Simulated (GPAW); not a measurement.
# ScSi2 (P6/mmm) in GPAW: reference runs

How does ScSi2 come out in PBE? The cell is run as given.

Program: GPAW 26.7.0. These are calculated values, not measurements. Logs are shortened: lines on timing, memory, paths and dates and some standing lists are left out, and cuts for length are marked. The log counts tension as positive stress, the text compression.

### 1 The crystal as given

It takes space group P6/mmm (No. 191, hexagonal). Conventional cell: a = 3.660 Å, b = 3.660 Å, c = 3.870 Å, α = 90.00°, β = 90.00°, γ = 120.00°. Around Sc (site symmetry 6/mmm) lie 12 Si at 2.87 Å. Si (site symmetry -6m2) has 3 Si at 2.11 Å as nearest neighbours.

### 2 Single point, PBE

File run.py:

```python
from ase import Atoms
from ase.dft.bandgap import bandgap
from ase.io import write
from ase.units import GPa
from gpaw import GPAW, PW

atoms = Atoms(['Sc', 'Si', 'Si'],
              cell=[[3.66, 0.0, 0.0],
                    [-1.83, 3.1696529779, 0.0],
                    [0.0, 0.0, 3.87]],
              scaled_positions=[[0.0, 0.0, 0.0],
                                [0.6666666667, 0.3333333333, 0.5],
                                [0.3333333333, 0.6666666667, 0.5]],
              pbc=True)

calc = GPAW(mode=PW(600),
            xc='PBE',
            kpts={'size': (8, 8, 7), 'gamma': True},
            occupations={'name': 'fermi-dirac', 'width': 0.05},
            nbands=21,
            convergence={'density': 1e-05, 'energy': 1e-05},
            maxiter=150,
            txt='gpaw.txt')
atoms.calc = calc
energy = atoms.get_potential_energy()
forces = atoms.get_forces()
stress = atoms.get_stress()
calc.write('gs.gpw')
write('result.traj', atoms)
print(f'Energy: {energy:.6f} eV')
print('Forces (eV/A):')
print(forces.round(4))
print('Stress (GPa):', (stress / GPa).round(3))
print('Fermi level:', round(calc.get_fermi_level(), 4), 'eV')
print(f'Gap: {bandgap(calc)[0]:.4f} eV, direct: {bandgap(calc, direct=True)[0]:.4f} eV')
```

Potentials or basis: GPAW PAW data sets (gpaw-data 1.2.1), pw.

Run with:

```console
$ OMP_NUM_THREADS=1 python run.py
```

gpaw.txt:

```text
__  _  _
 | _ |_)|_||  |
 |__||  | ||/\| - 26.7.0

Input parameters:
  mode=PW(ecut=600.0),
  convergence={'density': 1e-05, 'energy': 1e-05},
  kpts=MonkhorstPack(size=(8, 8, 7), gamma=True),
  maxiter=150,
  nbands=21,
  occupations=Occupations(name='fermi-dirac', width=0.05),
  xc=XC(name='PBE')

Diagonalizing LCAO Hamiltonian
Converting LCAO to pw mode

        Si  Si

       Sc

Atoms  # Å, Bohr magnetons
|   | symbol |         x |        y |        z |    initial magnetic moments |
|---|--------|-----------|----------|----------|-----------------------------|
| 0 |     Sc |  0.000000 | 0.000000 | 0.000000 | ( 0.0000,  0.0000,  0.0000) |
| 1 |     Si |  1.830000 | 1.056551 | 1.935000 | ( 0.0000,  0.0000,  0.0000) |
| 2 |     Si | -0.000000 | 2.113102 | 1.935000 | ( 0.0000,  0.0000,  0.0000) |

Unit cell  # Å
| periodic |         x |        y |        z |  lengths |     angles |
|----------|-----------|----------|----------|----------|------------|
|      yes |  3.660000 | 0.000000 | 0.000000 | 3.660000 |  90.000000 |
|      yes | -1.830000 | 3.169653 | 0.000000 | 3.660000 |  90.000000 |
|      yes |  0.000000 | 0.000000 | 3.870000 | 3.870000 | 120.000000 |

Number of symmetries: 24
Symmetry operations  # r_c * U_cc + t_c -> r_c
|    | kind |            matrix            |
|----|------|------------------------------|
|  0 |  σ   |  1, 1, 0,  0,-1, 0,  0, 0, 1 |
|  1 |  C2  |  1, 1, 0,  0,-1, 0,  0, 0,-1 |
|  2 |  C6  |  1, 1, 0, -1, 0, 0,  0, 0, 1 |
|  3 |  S6  |  1, 1, 0, -1, 0, 0,  0, 0,-1 |
|  4 |  E   |  1, 0, 0,  0, 1, 0,  0, 0, 1 |
|  5 |  σ   |  1, 0, 0,  0, 1, 0,  0, 0,-1 |
|  6 |  σ   |  1, 0, 0, -1,-1, 0,  0, 0, 1 |
|  7 |  C2  |  1, 0, 0, -1,-1, 0,  0, 0,-1 |
|  8 |  σ   |  0, 1, 0,  1, 0, 0,  0, 0, 1 |
|  9 |  C2  |  0, 1, 0,  1, 0, 0,  0, 0,-1 |
| 10 |  C3  |  0, 1, 0, -1,-1, 0,  0, 0, 1 |
| 11 |  S3  |  0, 1, 0, -1,-1, 0,  0, 0,-1 |
| 12 |  C6  |  0,-1, 0,  1, 1, 0,  0, 0, 1 |
| 13 |  S6  |  0,-1, 0,  1, 1, 0,  0, 0,-1 |
| 14 |  σ   |  0,-1, 0, -1, 0, 0,  0, 0, 1 |
| 15 |  C2  |  0,-1, 0, -1, 0, 0,  0, 0,-1 |
| 16 |  σ   | -1, 0, 0,  1, 1, 0,  0, 0, 1 |
| 17 |  C2  | -1, 0, 0,  1, 1, 0,  0, 0,-1 |
| 18 |  C2  | -1, 0, 0,  0,-1, 0,  0, 0, 1 |
| 19 |  i   | -1, 0, 0,  0,-1, 0,  0, 0,-1 |
| 20 |  C3  | -1,-1, 0,  1, 0, 0,  0, 0, 1 |
| 21 |  S3  | -1,-1, 0,  1, 0, 0,  0, 0,-1 |
| 22 |  σ   | -1,-1, 0,  0, 1, 0,  0, 0, 1 |
| 23 |  C2  | -1,-1, 0,  0, 1, 0,  0, 0,-1 |

BZ-sampling:
  Number of BZ points: 448
  Number of IBZ points: 40

  Monkhorst-Pack size: [8, 8, 7]
  Monkhorst-Pack shift: [0.0625, 0.0625, 0.0]

K-points  # in reciprocal-cell coordinates
|     |                                coordinates |     weight |
|-----|--------------------------------------------|------------|
|   0 | (  0.00000000,   0.00000000,   0.00000000) | 0.00223214 |
|   1 | (  0.00000000,   0.00000000,   0.14285714) | 0.00446429 |
|   2 | (  0.00000000,   0.00000000,   0.28571429) | 0.00446429 |
|   3 | (  0.00000000,   0.00000000,   0.42857143) | 0.00446429 |
|   4 | (  0.12500000,   0.00000000,   0.00000000) | 0.01339286 |
|   5 | (  0.12500000,   0.00000000,   0.14285714) | 0.02678571 |
|   6 | (  0.12500000,   0.00000000,   0.28571429) | 0.02678571 |
|   7 | (  0.12500000,   0.00000000,   0.42857143) | 0.02678571 |
|   8 | (  0.25000000,  -0.12500000,   0.00000000) | 0.01339286 |
|   9 | (  0.25000000,  -0.12500000,   0.14285714) | 0.02678571 |
| ... |                                            |            |
|  39 | (  0.50000000,   0.50000000,   0.42857143) | 0.01339286 |

Plane wave coefficients: 1533
Cutoff: 600.0 eV

Spin-components: 1 (collinear spins)
Bands:           21
Projectors:      16
Spin-degeneracy: 2
Datatype:        complex128

Density:
  Valence electrons: 19.0
  Components: 1
  Grid points: [21 21 24]
  Charge: 0.0  # |e|

Potential:
  Grid points: [21 21 24]

species:
  Sc:
    name:    Scandium
    Z:       21.0
    valence: 11
    core:    10
    charge:  0.0  # [|e|]
    compensation charges:
      type: gauss
      rc: 0.39  # [Å]
      lmax: 2
    cutoffs:
      filter: 2.14  # [Å]
      core: 1.08  # [Å]
    projectors
    | kind |    occ | energy [eV] | rcut [Å] |
    |------|--------|-------------|----------|
    |   3s |  2.000 |     -55.031 |    1.228 |
    |   4s |  2.000 |      -4.183 |    1.228 |
    |   3p |  6.000 |     -33.625 |    1.281 |
    |   4p |  0.000 |      -1.467 |    1.281 |
    |   3d |  1.000 |      -3.233 |    1.196 |
    |    d |        |      23.979 |    1.196 |

    Using partial waves for Sc as LCAO basis

  Si:
    name:    Silicon
    Z:       14.0
    valence: 4
    core:    10
    charge:  0.0  # [|e|]
    compensation charges:
      type: gauss
      rc: 0.33  # [Å]
      lmax: 2
    cutoffs:
      filter: 1.86  # [Å]
      core: 2.06  # [Å]
    projectors
    | kind |    occ | energy [eV] | rcut [Å] |
    |------|--------|-------------|----------|
    |   3s |  2.000 |     -10.812 |    1.058 |
    |   3p |  2.000 |      -4.081 |    1.058 |
    |    s |        |      16.399 |    1.058 |
    |    p |        |      23.130 |    1.058 |
    |    d |        |       0.000 |    1.058 |

    Using partial waves for Si as LCAO basis

Reference energy: -36561.571621  # eV

eigensolver:
  PPCG
  Converge bands: occupied
  niter=2

density mixing:
  MSR1-Mixer
  Pratt-step length: 0.05
  Maximum mixing coefficient: 0.75
  Old densities: 10
  SVD Regularization: 0.005
  Good broyden scale: 1.0
  Trust region scale: 1.0
  Backstep threshold: 4.0
  History deletion threshold: 6.0
  Fourier metric: weight=20.0, sigma=0.015

occupation numbers:
  Fermi-Dirac:
    width: 0.0500  # eV

poisson solver:
  ecut: 4800.0  # eV

xc functional:
[... 9 lines left out ...]
|iter     | |      energy | eigst |  dens |
|---------|-|-------------|-------|-------|
|iter:   1| |  -15.897814 | +0.85 |       |
|iter:   2| |  -15.839733 | -1.19 | -1.17 |
|iter:   3| |  -15.680130 | -1.56 | -1.22 |
|iter:   4| |  -15.691069 | -2.77 | -1.66 |
|iter:   5| |  -15.696563 | -3.23 | -1.94 |
|iter:   6| |  -15.696564 | -4.73 | -2.93 |
|iter:   7| |  -15.696557c| -5.95 | -3.43 |
|iter:   8| |  -15.696557c| -7.55c| -4.19 |
|iter:   9| |  -15.696557c| -7.67c| -4.91 |
|iter:  10| |  -15.696557c| -8.30c| -5.57c|

Converged in 10 steps
Energy contributions relative to reference atoms: (reference = -36561.571621)

Energy contributions:
  Kinetic:          39.671599
  Coulomb:         -29.465617
  Zero:              0.088621
  External:          0.000000
  Xc:              -25.984451
  Entropy:          -0.013420
  Spinorbit:         0.000000
  ----------------------------
  Free energy:     -15.703267
  Extrapolated:    -15.696557

dipole moment: (-4.880449, -8.453186, -10.320950)  # |e|*Ang

Fermi level: 9.866
Eigenvalues  # (at kpt = [0.000, 0.000, 0.000])
| band index |      eig [eV] | occ [0-2] |
|------------|---------------|-----------|
|          0 |       -39.740 |     2.000 |
|          1 |       -18.449 |     2.000 |
|          2 |       -18.370 |     2.000 |
|          3 |       -18.370 |     2.000 |
|          4 |        -4.024 |     2.000 |
|          5 |         6.273 |     2.000 |
|          6 |         6.388 |     2.000 |
|          7 |         6.388 |     2.000 |
|          8 |         7.782 |     2.000 |
|          9 |        10.904 |     0.000 |
|         10 |        10.904 |     0.000 |
|         11 |        11.025 |     0.000 |
|         12 |        11.511 |     0.000 |
|         13 |        11.511 |     0.000 |
|         14 |        12.534 |     0.000 |
|         15 |        12.534 |     0.000 |
|         16 |        13.906 |     0.000 |
|        ... |               |           |
|         20 |        26.195 |     0.000 |

No gap
No difference between direct/indirect transitions

Forces  # eV/Ang
|        x |        y |       z |
|----------|----------|---------|
| -0.00000 |  0.00000 | 0.00000 |  # Sc   0
|  0.00000 | -0.00000 | 0.00000 |  # Si   1
|  0.00000 |  0.00000 | 0.00000 |  # Si   2

Stress tensor  # eV/Ang^3
|         x |         y |         z |
|-----------|-----------|-----------|
| -0.236135 |  0.000000 |  0.000000 |
|  0.000000 | -0.236135 |  0.000000 |
|  0.000000 |  0.000000 | -0.005293 |

# Writing to gs.gpw (mode='')
```

Run time: 47 s. Hardware: 1 thread of AMD EPYC 7R43 (Zen 3), shared host; peak memory 0.16 GiB.

Results:

```
Free energy            : -15.7033 eV
Pressure               : 25.5 GPa
Band gap on the k mesh : none (metal or under the smearing width)
```

Caveat: so large a pressure means that the cell lies far from this level's equilibrium, or that cutoff or potentials fall short.
